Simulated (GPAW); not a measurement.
Cu:

```
Cu
1.0
     0.00000    1.80745    1.80745
     1.80745    0.00000    1.80745
     1.80745    1.80745    0.00000
Cu
1
Direct
  0.00000 0.00000 0.00000
```

Program: GPAW 26.7.0. Alike in all runs: task band structure; no spin polarisation; cell as given; k mesh 16 × 16 × 16; cutoff (eV) 600; smearing fermi-dirac 0.05 eV.

**Question.** Order these runs on this cell by their pressure, lowest first.
A. level LDA; potentials or basis the program's PAW data sets (release 1.2.1) made for this functional, pw; band points 100
B. level PBE; potentials or basis GPAW PAW data sets (gpaw-data 1.2.1), pw; band points 80
C. level r2SCAN; potentials or basis GPAW PAW data sets (gpaw-data 1.2.1), pw; band points 60

**Answer.** A (-11.3 GPa), C (-3.1 GPa), B (3.3 GPa).

Caveats: with this Cu data set, volumes or pressures lay over 1.5 % or 2 GPa off other programs in two to four cells of ten; the PAW data sets were made with another functional, which shifts forces and pressure a little (some runs).
